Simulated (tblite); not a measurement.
# C22H16: the cost of one run

Programs: tblite 0.8.0 and PySCF 2.14.0, with routines of our own; each step states its level. All values are computed. Atoms count from 0.

## 1. The system as given

38 atoms, charge 0, multiplicity 1; geometry from: force field, distance geometry or constructed start.

## 2. Optimising the geometry with GFN2-xTB

The job: settings as JSON, then the geometry in Å.

```
{"job": {"kind": "relax", "xc": "GFN2-xTB", "basis": "xTB"}, "charge": 0, "multiplicity": 1}
C      1.142200    -2.426800     1.830700
C      0.670000    -1.894000     0.680700
C      0.037400    -2.737300    -0.298000
C     -1.176500    -2.430800    -0.798900
C     -2.052800    -1.376600    -0.287600
C     -3.365900    -1.723800    -0.217900
C     -4.399500    -0.855800     0.309200
C     -4.163100     0.447800     0.521200
C     -2.842600     0.975800     0.210300
C     -2.768100     2.272100    -0.145500
C     -1.679700     0.018700     0.169200
C     -0.424900     0.392200     0.591100
C     -0.268000     1.616400     1.396200
C      0.665400     2.552800     1.172100
C      1.583400     2.556000     0.069100
C      2.169600     1.482900    -0.500100
C      3.157100     1.762600    -1.563500
C      4.046700     0.820300    -1.927200
C      4.070900    -0.468000    -1.275600
C      3.101800    -0.847200    -0.427600
C      1.951300     0.051800    -0.120200
C      0.791200    -0.453100     0.407500
H      1.045500    -3.478500     2.058700
H      1.606100    -1.806400     2.584200
H      0.585000    -3.589700    -0.669600
H     -1.594800    -3.087500    -1.558000
H     -3.699800    -2.711100    -0.513400
H     -5.374300    -1.289900     0.515600
H     -4.945300     1.105000     0.882900
H     -1.836400     2.718600    -0.486900
H     -3.632600     2.920900    -0.157800
H     -0.957100     1.734400     2.224200
H      0.694600     3.424300     1.823000
H      1.853700     3.550500    -0.264600
H      3.162800     2.735400    -2.048500
H      4.782400     1.023000    -2.703200
H      4.898500    -1.134400    -1.507500
H      3.159300    -1.826400     0.023500
```

Run with:

```console
$ OMP_NUM_THREADS=1 python large_run.py task.json out
```

One launch serves the whole session: the jobs run in the order shown.

Q: Estimate the wall time and peak memory of this first job on 1 thread of Arm Neoverse V1, shared host.

About 2.6 s, with a peak of 0.19 GiB.
